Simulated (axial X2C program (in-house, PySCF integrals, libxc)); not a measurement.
**SnNC⁻: bond lengths and stretches, held linear**

One table from this session's results is given with a row withheld; the runs are named, their logs left out.

The runs use an in-house X2C program for linear molecules on PySCF integrals; all-electron X2C, two-component (2c) or spin-free, Sn dyall-v3z, N dyall-av3z, C dyall-v3z.

All values are calculated.

2 further runs of the same task are left out: 2 set aside as unsound or not needed.

Set-up of the first run:

File task.json:

```json
{"zs": [50, 7, 6], "q": -1, "bas": ["dyall-v3z", "dyall-av3z", "dyall-v3z"], "r0": [2.06, 1.17], "symm": 0, "scan": ["PBE0", "HF", "B3LYP"], "levels": ["PBE0", "HF", "TPSSh"], "nst": 2}
```

Keys: zs atomic numbers; q charge; bas basis sets; r0 starting distance in Å; symm equal bonds; scan levels of the two-bond scan; levels methods; nst determinants followed.

Command:

```console
> python solin.py task.json out
```

Masses Sn 119.902, N 14.003, C 12.000 u.

Steps of the session up to this table: Scan at PBE0, 2c; Scan at HF, 2c; Scan at B3LYP, 2c.

One table of the session follows, with a row left open; its other results are not shown here.

| level | r(Sn–N) (Å) | lower stretch (cm⁻¹) | upper stretch (cm⁻¹) |
| --- | --- | --- | --- |
| PBE0, 2c | ? | ? | ? |
| HF, 2c | 2.233 | 292.1 | 2310.7 |
| B3LYP, 2c | 2.231 | 290.0 | 2116.8 |
| PBE0, spin-free | 2.199 | 308.4 | 2142.0 |
| HF, spin-free | 2.231 | 294.3 | 2311.0 |
| B3LYP, spin-free | 2.229 | 292.3 | 2117.0 |

Estimate the missing values for PBE0, 2c.

**Answer.** r(Sn–N) (Å): 2.200; lower stretch (cm⁻¹): 306.8; upper stretch (cm⁻¹): 2141.8. In the column «r(Sn–N) (Å)» it lies between PBE0, spin-free (2.199) and B3LYP, spin-free (2.229).

Scans not shown above were run alike.

To keep in mind: For an anion the highest level of a functional can be positive, and the basis then holds the extra electron. The molecule was held linear; bending was not examined, so a bent shape may lie lower.
